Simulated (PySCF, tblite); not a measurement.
**C7H11N3Si: geometry, infrared bands and NMR shifts**

Wanted: the infrared bands and NMR shifts of C7H11N3Si (`C#Cc1ncn([Si](C)(C)C)n1`), by calculation.

Computed with tblite 0.8.0 and PySCF 2.14.0, with density-fitted response routines of our own, on a single molecule in the gas phase. Atoms count from 0, in the outputs and in this text.

### Step 1. Starting geometry

22 atoms, charge 0, multiplicity 1; geometry from: force field or distance geometry start.

Bonds of the start (Å): C0–C1 1.22, C1–C2 1.42, C2–N3 1.33, N3–C4 1.36, C4–N5 1.36, N5–Si6 1.79, Si6–C7 1.87, Si6–C8 1.87, Si6–C9 1.88, N5–N10 1.33, N10–C2 1.36, C0–H11 1.06, C4–H12 1.08, C7–H13 1.12, C7–H14 1.10, C7–H15 1.12, C8–H16 1.11, C8–H17 1.12, C8–H18 1.11, C9–H19 1.11, C9–H20 1.11, C9–H21 1.10.

### Step 2. Geometry optimisation with GFN2-xTB

The job: settings as JSON, then the geometry in Å.

```
{"job": {"kind": "relax", "xc": "GFN2-xTB", "basis": "xTB"}, "charge": 0, "multiplicity": 1}
C      5.233100    -0.479300    -0.007800
C      4.018900    -0.590800     0.017500
C      2.604400    -0.746500     0.065500
N      1.959100    -1.908100     0.192300
C      0.609400    -1.713600     0.203000
N      0.434900    -0.377000     0.046600
Si    -1.178900     0.386300    -0.018000
C     -1.179300     1.900300     1.084500
C     -1.459200     0.872600    -1.805700
C     -2.525800    -0.824000     0.503800
N      1.632100     0.194400    -0.031500
H      6.285000    -0.392700    -0.034800
H     -0.153500    -2.476300     0.300600
H     -0.749000     2.742700     0.492900
H     -0.534500     1.691000     1.951500
H     -2.214600     2.186700     1.399300
H     -0.501300     1.191400    -2.279000
H     -1.784400    -0.029200    -2.376700
H     -2.197700     1.693800    -1.888300
H     -2.114800    -1.841700     0.324900
H     -2.774400    -0.733600     1.581800
H     -3.420100    -0.726900    -0.124200
```

Command:

```
> OMP_NUM_THREADS=1 python probes_run.py task.json out
```

This one command runs all jobs of the session in turn.

Standard output:

```text
step      E/eV     max force
  0    -843.57103    3.492
  1    -843.93217    4.798
  2    -843.91689    6.022
  3    -844.13681    1.403
  4    -844.19223    0.997
  5    -844.25172    1.095
  6    -844.28293    0.342
  7    -844.29268    0.323
  8    -844.30431    0.345
  9    -844.31201    0.290
 10    -844.31972    0.267
 11    -844.32606    0.197
 12    -844.33006    0.145
 13    -844.33175    0.104
 14    -844.33305    0.089
 15    -844.33531    0.223
 16    -844.33904    0.335
 17    -844.34352    0.310
 18    -844.34669    0.137
 19    -844.34831    0.075
 20    -844.34945    0.123
 21    -844.35060    0.145
 22    -844.35176    0.100
 23    -844.35298    0.099
 24    -844.35451    0.110
 25    -844.35691    0.208
 26    -844.36068    0.257
 27    -844.36556    0.205
 28    -844.37016    0.155
 29    -844.37403    0.142
 30    -844.37725    0.176
 31    -844.37965    0.130
 32    -844.38157    0.109
 33    -844.38334    0.108
 34    -844.38523    0.138
 35    -844.38710    0.130
 36    -844.38855    0.093
 37    -844.38949    0.076
 38    -844.39025    0.077
 39    -844.39100    0.096
 40    -844.39181    0.095
 41    -844.39259    0.077
 42    -844.39349    0.061
 43    -844.39411    0.077
 44    -844.39540    0.085
 45    -844.39677    0.094
 46    -844.39847    0.107
 47    -844.40025    0.122
 48    -844.40226    0.097
 49    -844.40419    0.083
 50    -844.40562    0.073
 51    -844.40639    0.071
 52    -844.40653    0.142
 53    -844.40717    0.054
 54    -844.40751    0.038
 55    -844.40815    0.050
 56    -844.40851    0.048
 57    -844.40880    0.044
 58    -844.40905    0.038
 59    -844.40926    0.032
 60    -844.40944    0.041
 61    -844.40973    0.047
 62    -844.41023    0.057
 63    -844.41104    0.067
 64    -844.41201    0.056
 65    -844.41292    0.069
 66    -844.41371    0.077
 67    -844.41441    0.062
 68    -844.41484    0.084
 69    -844.41533    0.042
 70    -844.41567    0.041
 71    -844.41634    0.067
 72    -844.41686    0.078
 73    -844.41769    0.061
 74    -844.41821    0.053
 75    -844.41851    0.044
 76    -844.41874    0.036
 77    -844.41903    0.063
 78    -844.41941    0.062
 79    -844.41987    0.070
 80    -844.42015    0.053
 81    -844.42041    0.035
 82    -844.42061    0.050
 83    -844.42076    0.051
 84    -844.42092    0.041
 85    -844.42106    0.029
 86    -844.42120    0.035
 87    -844.42134    0.043
 88    -844.42158    0.049
 89    -844.42202    0.053
 90    -844.42272    0.086
 91    -844.42348    0.098
 92    -844.42393    0.051
 93    -844.42403    0.042
 94    -844.42416    0.030
 95    -844.42425    0.034
 96    -844.42443    0.030
 97    -844.42449    0.020
 98    -844.42453    0.011
 99    -844.42456    0.014
100    -844.42460    0.020
101    -844.42463    0.021
102    -844.42465    0.009
```

Wall time 0.88 s (1 thread of Arm Neoverse V2, shared host).

The steps of the relaxation: (not every step is listed) (the energy doesn't fall at every step)

| step | energy from step 0 (eV) | largest force (eV/Å) |
| --- | --- | --- |
| 0 | 0.0000 | 3.4919 |
| 1 | -0.3611 | 4.7981 |
| 2 | -0.3459 | 6.0215 |
| 3 | -0.5658 | 1.4033 |
| 4 | -0.6212 | 0.9972 |
| 5 | -0.6807 | 1.0950 |
| 6 | -0.7119 | 0.3421 |
| 7 | -0.7217 | 0.3233 |
| 8 | -0.7333 | 0.3452 |
| 16 | -0.7680 | 0.3351 |
| 24 | -0.7835 | 0.1104 |
| 32 | -0.8105 | 0.1091 |
| 40 | -0.8208 | 0.0951 |
| 48 | -0.8312 | 0.0974 |
| 56 | -0.8375 | 0.0483 |
| 64 | -0.8410 | 0.0563 |
| 72 | -0.8458 | 0.0782 |
| 80 | -0.8491 | 0.0529 |
| 88 | -0.8505 | 0.0487 |
| 96 | -0.8534 | 0.0302 |
| 97 | -0.8535 | 0.0200 |
| 98 | -0.8535 | 0.0112 |
| 99 | -0.8535 | 0.0142 |
| 100 | -0.8536 | 0.0199 |
| 101 | -0.8536 | 0.0206 |
| 102 | -0.8536 | 0.0093 |

Distances of close pairs at the start and the end, largest changes first:

| bond | before (Å) | after (Å) | change (Å) |
| --- | --- | --- | --- |
| N3–C4 | 1.364 | 1.303 | -0.061 |
| C2–N10 | 1.356 | 1.318 | -0.039 |
| C7–H15 | 1.119 | 1.085 | -0.034 |
| C7–H13 | 1.116 | 1.086 | -0.030 |
| C2–N3 | 1.335 | 1.364 | +0.029 |
| C8–H17 | 1.116 | 1.087 | -0.029 |
| C8–H16 | 1.115 | 1.086 | -0.029 |
| Si6–C8 | 1.874 | 1.901 | +0.027 |

The next job starts from the end point, and lists it.

### Step 3. Infrared spectrum with GFN2-xTB

The job: settings as JSON, then the geometry in Å.

```
{"job": {"kind": "ir", "xc": "GFN2-xTB", "basis": "xTB"}, "charge": 0, "multiplicity": 1}
C      4.997077    -0.256863    -0.058215
C      3.817955    -0.473016    -0.007713
C      2.439343    -0.749703     0.071071
N      1.944726    -1.992891     0.337251
C      0.655739    -1.804288     0.329802
N      0.344850    -0.515961     0.074461
Si    -1.191038     0.370599    -0.067991
C     -1.012685     1.877550     1.072728
C     -1.365004     0.832019    -1.903617
C     -2.531568    -0.851202     0.506209
N      1.497046     0.157001    -0.093260
H      6.026722    -0.063337    -0.107386
H     -0.083547    -2.559044     0.499054
H     -0.141605     2.462948     0.793562
H     -0.887896     1.580680     2.110638
H     -1.883093     2.523242     1.016499
H     -0.484921     1.366264    -2.250140
H     -1.480289    -0.050491    -2.527499
H     -2.228190     1.468135    -2.071071
H     -2.623116    -1.695033    -0.171915
H     -2.320978    -1.243576     1.497131
H     -3.499937    -0.363648     0.548767
```

Standard output:

```text
mode    cm-1     km/mol
  1      16.1      0.00
  2      64.2      0.15
  3      74.4      0.10
  4      95.6      0.03
  5     110.2      0.16
  6     132.1      2.44
  7     133.4      0.23
  8     137.3      1.06
  9     166.0      1.98
 10     169.5      3.69
 11     174.0      4.48
 12     234.7     11.86
 13     248.0     11.32
 14     402.1      1.92
 15     414.0     35.45
 16     463.4     11.79
 17     624.5      3.94
 18     626.9      3.64
 19     631.5      5.03
 20     658.9     32.00
 21     667.8      7.98
 22     729.9     28.54
 23     750.2      7.11
 24     754.4      5.19
 25     777.6      0.10
 26     795.4      3.16
 27     798.3      1.87
 28     829.5      1.17
 29     860.2    237.81
 30     861.7    213.71
 31     870.0    294.61
 32    1018.8     11.51
 33    1025.0     12.20
 34    1119.7     89.37
 35    1217.8     69.38
 36    1283.6     82.08
 37    1336.5    157.90
 38    1368.3     27.74
 39    1370.5     21.43
 40    1376.2     14.30
 41    1463.5     16.49
 42    1468.4      1.10
 43    1470.2      0.07
 44    1473.2      2.71
 45    1475.0      0.53
 46    1482.0      2.06
 47    1485.8      0.81
 48    1504.0    154.05
 49    2266.2      0.38
 50    3031.1     14.86
 51    3034.2      2.96
 52    3036.6     16.97
 53    3038.2     47.66
 54    3042.9      6.33
 55    3047.7     14.60
 56    3050.9      0.61
 57    3052.8     23.99
 58    3058.3     49.30
 59    3187.4     20.83
 60    3398.3      7.31
```

It took 1 s on 1 thread of Arm Neoverse V2, shared host.

The strongest bands and the atoms that carry them (share of the mass-weighted mode):

| cm⁻¹ | km/mol | atoms |
| --- | --- | --- |
| 860 | 237.8 | Si6 25 %, H19 14 %, H20 14 %, H14 12 % |
| 862 | 213.7 | Si6 24 %, H13 16 %, H16 16 %, H17 10 % |
| 870 | 294.6 | H15 15 %, H18 14 %, H21 14 %, Si6 12 % |
| 1120 | 89.4 | H12 48 %, N3 17 %, N5 16 %, N10 12 % |
| 1218 | 69.4 | N5 56 %, N10 32 % |
| 1284 | 82.1 | C2 47 %, N10 20 %, N5 13 % |
| 1336 | 157.9 | N5 39 %, C4 24 %, N3 18 % |
| 1504 | 154.1 | C2 34 %, C4 27 %, N3 22 %, N10 13 % |

### Step 4. Shielding tensors: PBE0/pcSseg-1

The job, as its differences from that of step 3:

```diff
@@ -1,2 +1,2 @@
-{"job": {"kind": "ir", "xc": "GFN2-xTB", "basis": "xTB"}, "charge": 0, "multiplicity": 1}
+{"job": {"kind": "nmr", "xc": "PBE0", "basis": "pcSseg-1"}, "charge": 0, "multiplicity": 1}
 C      4.997077    -0.256863    -0.058215
```

Level: GIAO PBE0/pcSseg-1 NMR shielding, non-relativistic, gas phase.

Standard output:

```text
coarse grid: 19232 points
cycle   1  E = -726.2264826966  dE =  1.717e+00  |g| = 6.668e-01  |ddm| = 4.551e+00
cycle   2  E = -726.1788488057  dE =  4.763e-02  |g| = 8.174e-01  |ddm| = 1.257e+00
cycle   3  E = -726.3273901278  dE = -1.485e-01  |g| = 1.909e-01  |ddm| = 7.413e-01
cycle   4  E = -726.3345804877  dE = -7.190e-03  |g| = 5.699e-02  |ddm| = 1.901e-01
cycle   5  E = -726.3352024107  dE = -6.219e-04  |g| = 2.338e-02  |ddm| = 6.386e-02
cycle   6  E = -726.3353172598  dE = -1.148e-04  |g| = 6.637e-03  |ddm| = 2.380e-02
cycle   7  E = -726.3353264065  dE = -9.147e-06  |g| = 2.002e-03  |ddm| = 6.561e-03
final grid: 182456 points
cycle   8  E = -726.3968977078  dE = -4.755e-05  |g| = 9.833e-03  |ddm| = 7.243e-02
cycle   9  E = -726.3968750033  dE =  2.270e-05  |g| = 1.377e-02  |ddm| = 1.932e-02
cycle  10  E = -726.3969188655  dE = -4.386e-05  |g| = 3.622e-03  |ddm| = 1.211e-02
cycle  11  E = -726.3969220485  dE = -3.183e-06  |g| = 5.113e-04  |ddm| = 2.771e-03
cycle  12  E = -726.3969220998  dE = -5.125e-08  |g| = 2.358e-04  |ddm| = 5.544e-04
cycle  13  E = -726.3969221105  dE = -1.071e-08  |g| = 7.088e-05  |ddm| = 2.229e-04
cycle  14  E = -726.3969221113  dE = -8.642e-10  |g| = 3.633e-05  |ddm| = 8.882e-05
cycle  15  E = -726.3969221116  dE = -2.763e-10  |g| = 7.615e-06  |ddm| = 3.471e-05
converged SCF energy = -726.3969221116

GIAO shielding tensors (ppm)
atom      isotropic    diamagn.    paramagn.     s11        s22        s33       span
  0 C      100.087     258.673    -158.586     30.086     46.235    223.939    193.853
  1 C      105.768     239.152    -133.384      9.162     13.184    294.957    285.795
  2 C       31.405     262.907    -231.502    -50.840     46.262     98.792    149.632
  3 N      -38.332     340.271    -378.604   -229.141   -104.887    219.030    448.171
  4 C       35.120     253.532    -218.412    -44.137     35.577    113.921    158.058
  5 N       16.419     334.040    -317.621    -78.833     -8.591    136.681    215.514
  6 Si     335.833     883.121    -547.288    319.030    340.623    347.848     28.818
  7 C      186.271     255.811     -69.539    178.988    186.301    193.525     14.537
  8 C      185.531     255.661     -70.130    179.236    183.643    193.713     14.478
  9 C      188.867     256.410     -67.543    184.868    186.260    195.474     10.606
 10 N      -84.752     328.147    -412.899   -338.317    -93.585    177.645    515.961
 11 H       29.094      33.114      -4.021     24.370     25.142     37.768     13.399
 12 H       23.849      33.610      -9.761     19.750     23.332     28.466      8.716
 13 H       30.503      32.586      -2.083     25.049     28.963     37.496     12.447
 14 H       31.449      32.197      -0.748     27.478     28.865     38.004     10.525
 15 H       31.627      29.941       1.686     27.258     28.552     39.071     11.813
 16 H       30.826      32.565      -1.739     25.523     29.367     37.588     12.065
 17 H       31.501      31.889      -0.388     27.180     29.201     38.122     10.941
 18 H       31.582      29.779       1.803     27.456     28.319     38.971     11.515
 19 H       31.130      32.229      -1.099     27.139     28.245     38.007     10.868
 20 H       31.192      32.602      -1.410     27.102     28.448     38.027     10.925
 21 H       31.312      29.583       1.729     26.718     28.682     38.535     11.816
```

Run time: 51 s. Hardware: 1 thread of Arm Neoverse V2, shared host; peak memory 1.2 GiB.

Shifts follow as δ = σ(reference) − σ, with reference shieldings (ppm) from runs at the same level and on the same kind of geometry: 1H TMS 31.72, 13C TMS 186.9, 29Si TMS 349.2, 15N NH3 267.7. The references are single molecules in the gas phase, so shifts against H2O, NH3, PH3, H3PO4 or CFCl3 are not on the usual liquid scales and can be off by tens of ppm. Atoms listed in one row are averaged.

| atoms | environment | σ (ppm) | δ (ppm) | δ scaled to CDCl3 |
| --- | --- | --- | --- | --- |
| C2 | substituted aromatic carbon next to a ring nitrogen | 31.4 | 155.5 | 149.9 |
| C4 | aromatic CH between two ring heteroatoms | 35.1 | 151.8 | 146.2 |
| C0 | terminal alkyne carbon | 100.1 | 86.8 | 82.8 |
| C1 | alkyne carbon | 105.8 | 81.2 | 77.3 |
| C7, C8, C9 | methyl carbon bonded to Si | 186.9 | 0.0 | -1.9 |
| H12 | hydrogen on an aromatic CH between two ring heteroatoms | 23.85 | 7.87 | 7.52 |
| H11 | hydrogen on a terminal alkyne carbon | 29.09 | 2.62 | 2.58 |
| H13, H14, H15, H16, H17 and 4 more | hydrogen on a methyl carbon bonded to Si | 31.24 | 0.48 | 0.56 |
| N10 | pyridine-type nitrogen of an azole | -84.8 | 352.5 | – |
| N3 | pyridine-type nitrogen of an azole | -38.3 | 306.1 | – |
| N5 | pyrrole-type ring nitrogen | 16.4 | 251.3 | – |
| Si6 | silicon bonded to 3 C, N | 335.8 | 13.3 | – |

The scaled column applies a straight-line fit of computed shieldings to shifts measured in CDCl3 (root-mean-square error 0.16 ppm for H, 1.9 ppm for C).

Charges from the same density, by scheme (e):

| atoms | Mulliken | IAO | Hirshfeld | ESP fit |
| --- | --- | --- | --- | --- |
| C0 | -0.30 | -0.21 | -0.09 | -0.19 |
| C1 | 0.48 | -0.02 | -0.05 | -0.43 |
| C2 | 0.07 | 0.17 | 0.08 | 1.08 |
| N3 | -0.41 | -0.33 | -0.21 | -0.69 |
| C4 | 0.29 | 0.04 | 0.05 | 0.19 |
| N5 | -0.54 | -0.24 | -0.06 | -0.11 |
| Si6 | 1.08 | 1.19 | 0.46 | 0.97 |
| C7, C8, C9 | -0.63 | -0.73 | -0.21 | -0.71 |
| N10 | -0.25 | -0.25 | -0.13 | -0.61 |

Mayer bond orders: C0–C1 2.31, C1–C2 0.93, C2–N3 1.29, N3–C4 1.63, C4–N5 1.21, N5–Si6 0.66, Si6–C7 1.00, Si6–C8 1.00, Si6–C9 0.97, N5–N10 1.17, N10–C2 1.51.

Ring of atoms C2, N3, C4, N5, N10: NICS(0) -12.6, NICS(1) -12.1, NICS(1)zz -30.7 ppm (means of both faces).

### Step 5. Summary of results

| quantity | value |
| --- | --- |
| strongest single infrared mode (GFN2-xTB) | 870 cm⁻¹, 295 km/mol |
| zero-point energy (GFN2-xTB) | 105.0 kcal/mol |
| 13C shifts against TMS (PBE0/pcSseg-1, means over atoms taken as alike) | 155.5, 151.8, 86.8, 81.2, 0.0 ppm |
| 1H shifts against TMS (PBE0/pcSseg-1, means over atoms taken as alike) | 7.87, 2.62, 0.48 ppm |
| 15N shifts against NH3 (PBE0/pcSseg-1) | 352.5, 306.1, 251.3 ppm |
| 29Si shifts against TMS (PBE0/pcSseg-1) | 13.3 ppm |

In words: Over 102 steps the energy fell by 0.854 eV; of the close pairs, N3–C4 changed most, 1.364 to 1.303 Å. All 60 modes are real, so the xTB geometry is a minimum. The strongest single mode, at 870 cm⁻¹, has its largest shares on H15, H18, H21 and Si6 (the list is cut at 4 atoms). Unscaled tight-binding wavenumbers are off by several per cent, some by more. Its intensities can rank the bands wrongly. At PBE0/pcSseg-1: The largest span, 516 ppm, is at N10, where the paramagnetic term is -413 ppm. NICS(1)zz of -31 ppm above the planar ring from C2 marks a diatropic (aromatic) ring current.
